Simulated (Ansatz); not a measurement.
# PTe: vertical spin-state energies

Program: Ansatz's Python interface.

Notebook, run cell by cell (the value of a cell's last expression is shown):

```python
import ansatz as az
```

```python
geometry_ang = [
    ("Te", (0.0, 0.0, 0.0)),
    ("P", (0.0, 0.0, 2.385)),
]
pte = az.Crystal.molecule()
for symbol, xyz in geometry_ang:
    pte = pte.atom(symbol, xyz)

base = (
    pte.calculation()
    .basis(gaussian="x2c-TZVPPall")
    .functional("pbe0")
)
found = {}
for unpaired in [1, 3]:
    report = base.spin("collinear", total=unpaired).run().report
    s = unpaired / 2
    found[unpaired] = report["free_energy_ev"]
    print(f"2S+1 = {unpaired + 1}: E = {found[unpaired]:.5f} eV, <S^2> = {abs(report['mean_field']['state']['spin_squared']):.3f} (pure state {s * (s + 1):.2f})")
lowest = min(found, key=found.get)
for unpaired, e in found.items():
    print(f"multiplicity {unpaired + 1}: {96.485332 * (e - found[lowest]):.1f} kJ/mol above the lowest")
```

    2S+1 = 2: E = -194169.28929 eV, <S^2> = 0.905 (pure state 0.75)
    2S+1 = 4: E = -194168.19889 eV, <S^2> = 3.762 (pure state 3.75)
    multiplicity 2: 0.0 kJ/mol above the lowest
    multiplicity 4: 105.2 kJ/mol above the lowest

In order: multiplicity 2 (+0.00 eV) and multiplicity 4 (+1.09 eV), all at the one geometry.

Caveats:
- Total energies depend on the basis set; only differences at equal settings carry meaning.
- The geometry is a force-field or estimated start, not a minimum of this method, and the basis set is short of its limit. All parts are taken at fixed geometry, without zero-point energy.
- The species is open-shell (spin multiplicity 2).
- The expectation value of S² is noticeably off S(S+1) in at least one run, so that state is spin-contaminated.
- Spin-orbit coupling, which mixes and shifts the spin states of heavy atoms, is left out.
- The spin state was assumed, and another may lie lower.
- Run time: 22 s on 1 thread of Arm Neoverse V2, on a shared host, peak memory 0.37 GiB.
